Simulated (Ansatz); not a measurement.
# Sn3PN: the cost of one run

Program: Ansatz 0.2.0. Level of theory: DFT PBE, scalar-relativistic, plane waves, PAW. These are calculated values, not measurements.

2 further runs of the same task are left out: 1 that didn't finish, 1 set aside as unsound or not needed.

**1. Starting point**

Symmetry: Pm-3m, No. 221, cubic system. Conventional cell: a = 4.555 Å, b = 4.555 Å, c = 4.555 Å, α = 90.00°, β = 90.00°, γ = 90.00°. Sn (site symmetry 4/mmm) has 2 N at 2.28 Å and 8 Sn at 3.22 Å and 4 P at 3.22 Å in its first shell of neighbours. P (site symmetry m-3m) is surrounded by 12 Sn at 3.22 Å. Around N (site symmetry m-3m) lie 6 Sn at 2.28 Å.

Structure file:

```
Sn P N
1.0
     4.55506    0.00000    0.00000
     0.00000    4.55506    0.00000
     0.00000    0.00000    4.55506
Sn P N
3 1 1
Direct
  0.50000 0.00000 0.00000
  0.00000 0.50000 0.00000
  0.00000 0.00000 0.50000
  0.50000 0.50000 0.50000
  0.00000 0.00000 0.00000
```

A structure generator made this guess: species swapped into a database cell of GaFe3N (Pm-3m, No. 221), with P on the Ga sites and Sn on the Fe sites. Lengths come from tabulated atomic sizes and are only a guess.

**2. The guess as it stands, on a coarse mesh**

The input, input.yaml:

```yaml
crystal:
  lattice:
    - [4.55505542, 0.0, 0.0]
    - [0.0, 4.55505542, 0.0]
    - [0.0, 0.0, 4.55505542]
  atoms:
    - { symbol: Sn, position: [0.5, 0.0, 0.0] }
    - { symbol: Sn, position: [0.0, 0.5, 0.0] }
    - { symbol: Sn, position: [0.0, 0.0, 0.5] }
    - { symbol: P, position: [0.5, 0.5, 0.5] }
    - { symbol: "N", position: [0.0, 0.0, 0.0] }
basis:
  ecutwfc: 420
kpoints:
  mp_grid: { grid: [4, 4, 4] }
hamiltonian:
  xc: pbe
scf:
  occupations: { method: gaussian, width: 0.1 }
  lower_state_search: "off"
output:
  forces: true
  stress: true
  eigenvalues: true
```

On the command line:

```console
ansatz run input.yaml --threads 1 --pin off --max-ram 2560MiB --backend cpu --events-out ev --progress --plain --runs-dir out
```

Q: Estimate wall time and peak memory on 1 thread of Arm Neoverse V1, shared host.

About 2.1 s, with a peak of 0.34 GiB.
